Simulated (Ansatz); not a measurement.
**ClFGeH₄SSi: one species, many methods**

An exercise on one series of results from a longer session: the logs are not shown, and one member is left open.

Method: functionals in def2-TZVPP, the program's frozen cores in correlated methods; program: Ansatz 0.2.0, Gaussian basis.

Levels to be run: LDA (SPW92), PBE-D4, revPBE-D4, BLYP-D4, r2SCAN-D4, B97M-V, PBE0-D4, B3LYP-D4, r2SCANh-D4, r2SCAN0-D4, HSE06-D4, BHLYP-D4, CAM-B3LYP-D4, LC-ωPBE, ωB97X-V, ωB97M-V, B2PLYP, PBE-QIDH; CCSD(T)/def2-SVP; CCSD(T)/def2-TZVPP; MP2/def2-QZVPP; extrapolation to the limit; RPA on PBE.

## The geometry

The geometry comes from an earlier relaxation with PBE0-D4 in a triple-zeta def2 set; it is a stationary point, not always the lowest conformer.

9 atoms, charge 0, spin multiplicity 1.

Atoms are counted from 1 here; the program's logs count them from 0.

Bond lengths: F1–Si2 1.586 Å, Si2–Cl3 2.044 Å, Si2–S4 2.099 Å, Si2–H6 1.474 Å, S4–Ge5 2.241 Å, Ge5–H7 1.535 Å, Ge5–H8 1.532 Å, Ge5–H9 1.532 Å. Angles: F1–Si2–Cl3 108.0°, F1–Si2–S4 107.0°, F1–Si2–H6 108.6°, Cl3–Si2–S4 112.3°, Cl3–Si2–H6 107.2°, S4–Si2–H6 113.6°, Si2–S4–Ge5 96.8°, S4–Ge5–H7 108.5°, S4–Ge5–H8 105.0°, S4–Ge5–H9 109.2°, H7–Ge5–H8 111.3°, H7–Ge5–H9 111.0°, H8–Ge5–H9 111.6°.

Set-up of the first run:

in.yaml reads:

```yaml
crystal:
  periodic: [false, false, false]
  atoms:
    - {symbol: F, position_ang: [2.860749, -1.037817, -0.605833]}
    - {symbol: Si, position_ang: [1.523797, -0.505121, 0.061805]}
    - {symbol: Cl, position_ang: [1.861292, 1.401429, 0.715583]}
    - {symbol: S, position_ang: [0.027628, -0.591499, -1.407862]}
    - {symbol: Ge, position_ang: [-1.593981, 0.365360, -0.191890]}
    - {symbol: H, position_ang: [1.230730, -1.326311, 1.249652]}
    - {symbol: H, position_ang: [-1.386484, -0.012036, 1.281861]}
    - {symbol: H, position_ang: [-2.897722, -0.224259, -0.738192]}
    - {symbol: H, position_ang: [-1.537307, 1.883955, -0.382224]}
basis:
  gaussian: {orbitals: def2-TZVPP}
hamiltonian: {xc: lda}
output: {orbitals: {seedname: orbitals}}
```

On the command line:

```bash
$ ansatz run in.yaml --threads 4 --pin off --events-out ev --progress --plain --max-ram 10444MiB
```

Steps of the session up to this table: LDA; PBE-D4 (GGA); revPBE-D4 (GGA); BLYP-D4 (GGA); r2SCAN-D4 (meta-GGA); B97M-V (meta-GGA); PBE0-D4 (hybrid); B3LYP-D4 (hybrid); r2SCANh-D4 (hybrid); r2SCAN0-D4 (hybrid); HSE06-D4 (hybrid); BHLYP-D4 (hybrid); CAM-B3LYP-D4 (range-separated); LC-ωPBE (range-separated); ωB97X-V (range-separated); ωB97M-V (range-separated); B2PLYP (double hybrid); PBE-QIDH (double hybrid).

One table of the session follows, with a row left open; its other results are not shown here.

```
  functional  HOMO (eV)  gap (eV)
 LDA (SPW92)      -6.76      5.03
      PBE-D4      -6.65      5.19
   revPBE-D4      -6.61      5.26
     BLYP-D4      -6.47      5.11
   r2SCAN-D4      -6.96      5.79
      B97M-V      -7.08      5.85
     PBE0-D4      -7.88      7.32
    B3LYP-D4      -7.62      6.81
  r2SCANh-D4      -7.40      6.55
  r2SCAN0-D4      -8.07      7.68
    HSE06-D4      -7.48      6.55
    BHLYP-D4      -8.95      9.33
CAM-B3LYP-D4      -9.16      9.61
     LC-ωPBE     -10.56     12.20
     ωB97X-V          ?         ?
     ωB97M-V     -10.03     11.33
```

Q: Estimate the row for ωB97X-V from the others.

As computed: HOMO (eV): -10.21; gap (eV): 11.73. In the column «HOMO (eV)» it lies between LC-ωPBE (-10.56) and ωB97M-V (-10.03).
